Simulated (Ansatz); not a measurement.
**LaHg: how the settings move a relaxation**

How sensitive is a relaxation of LaHg to its settings? A reference run comes first, then one run with altered input.

Program: Ansatz 0.2.0. Level of theory: reference: DFT, PBEsol, PAW with Ansatz's default frozen-core files, scalar-relativistic; relaxation of cell and atoms. These are calculated values, not measurements.

## (1) Starting point

It takes space group Pm-3m (No. 221, cubic). The conventional cell has a = 3.839 Å, b = 3.839 Å, c = 3.839 Å, α = 90.00°, β = 90.00°, γ = 90.00°. La (site symmetry m-3m) is surrounded by 8 Hg at 3.32 Å. Hg (site symmetry m-3m) is surrounded by 8 La at 3.32 Å.

Coordinates:

```cif
data_structure
_symmetry_space_group_name_H-M 'P 1'
_symmetry_Int_Tables_number 1
_cell_length_a 3.8389
_cell_length_b 3.8389
_cell_length_c 3.8389
_cell_angle_alpha 90.000
_cell_angle_beta 90.000
_cell_angle_gamma 90.000
_cell_volume 56.58
loop_
_atom_site_label
_atom_site_type_symbol
_atom_site_fract_x
_atom_site_fract_y
_atom_site_fract_z
_atom_site_occupancy
La1 La 0.50000 0.50000 0.50000 1
Hg1 Hg 0.00000 0.00000 0.00000 1
```

## (2) Baseline

input.yaml reads:

```yaml
crystal:
  lattice:
    - [3.83891328032, 0.0, 0.0]
    - [0.0, 3.83891328032, 0.0]
    - [0.0, 0.0, 3.83891328032]
  atoms:
    - { symbol: La, position: [0.5, 0.5, 0.5] }
    - { symbol: Hg, position: [0.0, 0.0, 0.0] }
kpoints:
  mp_grid: { grid: [12, 12, 12] }
scf:
  occupations: { method: fermi_dirac, width: 0.08 }
hamiltonian:
  xc: pbesol
  pseudopotentials: { kind: paw }
relax:
  f_tol: 0.002
  max_steps: 80
  cell: { p_target: 30 }
output:
  forces: true
  stress: true
```

The run is started by

```sh
> ansatz run input.yaml --threads 1 --pin off --max-ram 2560MiB --backend cpu --events-out ev --progress --plain --runs-dir out
```

## (3) Variant: hubbard.sites [{species: La, l: f, u_eff: 3.0}], hubbard.double_counting fll

input.yaml, as its differences from that of step 2:

```diff
@@ -15,2 +15,3 @@
   pseudopotentials: { kind: paw }
+  hubbard: { sites: [{ species: La, l: f, u_eff: 3.0 }], double_counting: fll }
 relax:
```

Q: Predict the outcome of this session. Wanted: for each run, ending; energy change; pressure; gap; force.

The runs gave:

```tsv
run	ending	energy change	pressure (GPa)	gap (eV)	force (eV/Å)	cycles	time
reference	converged	0	30.0	0.00	0.00	34	27 s
1: hubbard.sites [{species: La, l: f, u_eff: 3.0}], hubbard.double_counting fll	converged	+96.4 meV/atom (U changed: no physical gain or loss)	30.0	0.00	0.00	36	39 s
```

**Reading.** Changing the Hubbard U moves the energy by +96.4 meV/atom, and the final volume goes from 42.79 to 43.23 Å³. The U term adds an energy of its own, so the shift says nothing about which run is better. Cost: 36 SCF cycles against 34, 39 s against 27 s. A changed U is a change of model: its shifts are not errors of convergence.
